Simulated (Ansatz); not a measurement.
# CH2BrNSi: the cost of one run

Computed with the Python package of Ansatz 0.2.0. Level of theory: CAM-B3LYP/def2-SVP.

### Step 1. The system

Bond lengths: N1–C2 1.218 Å, C2–Si3 1.888 Å, Si3–Br4 2.120 Å, Si3–H5 1.512 Å, Si3–H6 1.508 Å. Angles: N1–C2–Si3 178.4°, C2–Si3–Br4 111.1°, C2–Si3–H5 110.4°, C2–Si3–H6 111.2°, Br4–Si3–H5 107.8°, Br4–Si3–H6 109.6°, H5–Si3–H6 106.7°.

No structure file is read: the coordinates are typed or built in the script.

### Step 2. The script

Contents of ch2brnsi.py:

```python
# -*- coding: utf-8 -*-
"""Potential curve of CH2BrNSi along one bond."""

import ansatz as az
import numpy as np

geometry_ang = [
    ("N", (0.7197, -2.3249, 0.8863)),
    ("C", (0.3976, -1.221, 0.4855)),
    ("Si", (-0.0497, 0.501, -0.1465)),
    ("Br", (-1.9568, 0.5033, -1.0725)),
    ("H", (0.9615, 0.9648, -1.1702)),
    ("H", (-0.0303, 1.5128, 0.9712)),
]
geometry = az.Crystal.molecule()
for symbol, xyz in geometry_ang:
    geometry = geometry.atom(symbol, xyz)

symbols = [site.symbol for site in geometry.cartesian_sites]
start = np.array([site.position_ang for site in geometry.cartesian_sites])
axis = (start[4] - start[2]) / np.linalg.norm(start[4] - start[2])
moving = [4]
lengths, energies = [1.33, 1.391, 1.451, 1.512, 1.572, 1.633, 1.693, 1.784], []
for length in lengths:
    xyz = start.copy()
    xyz[moving] += (length - np.linalg.norm(start[4] - start[2])) * axis
    point = az.Crystal.molecule()
    for symbol, place in zip(symbols, xyz):
        point = point.atom(symbol, place.tolist())
    base = (
        point.calculation()
        .basis(gaussian="def2-SVP")
        .functional("cam_b3lyp")
    )
    summary = base.run(threads=1, pin="off").report
    energies.append(summary["free_energy_ev"])
    print(f"r = {length:6.3f} A  E = {energies[-1]:.5f} eV  <S^2> = {abs(summary['mean_field']['state']['spin_squared']):.3f}")

# quartic fit about the minimum
fit = np.polynomial.Polynomial.fit(lengths, np.array(energies) - min(energies), 4).convert()
roots = [r.real for r in fit.deriv().roots() if abs(r.imag) < 1e-9 and fit.deriv(2)(r.real) > 0]
r_e = min(roots, key=lambda r: abs(r - lengths[int(np.argmin(energies))]))
print(f"minimum of the fit at {r_e:.4f} A, force constant {fit.deriv(2)(r_e):.2f} eV/A^2")
```

### Step 3. What the engine is handed

The engine receives this input (first run):

```yaml
crystal:
  periodic: [false, false, false]
  atoms:
    - { symbol: "N", position_ang: [0.7197, -2.3249, 0.8863] }
    - { symbol: C, position_ang: [0.3976, -1.221, 0.4855] }
    - { symbol: Si, position_ang: [-0.0497, 0.501, -0.1465] }
    - { symbol: Br, position_ang: [-1.9568, 0.5033, -1.0725] }
    - { symbol: H, position_ang: [0.8398878016678896, 0.9090209873551891, -1.0470844863206274] }
    - { symbol: H, position_ang: [-0.0303, 1.5128, 0.9712] }
basis:
  gaussian:
    orbitals: def2-SVP
hamiltonian:
  xc: cam_b3lyp
```

### Step 4. The run

On the command line:

```bash
$ python ch2brnsi.py
```

**Question.** How long does this script take on 1 thread of Arm Neoverse V1, shared host, and how much memory does it need?

About 29 s, with a peak of 0.27 GiB.
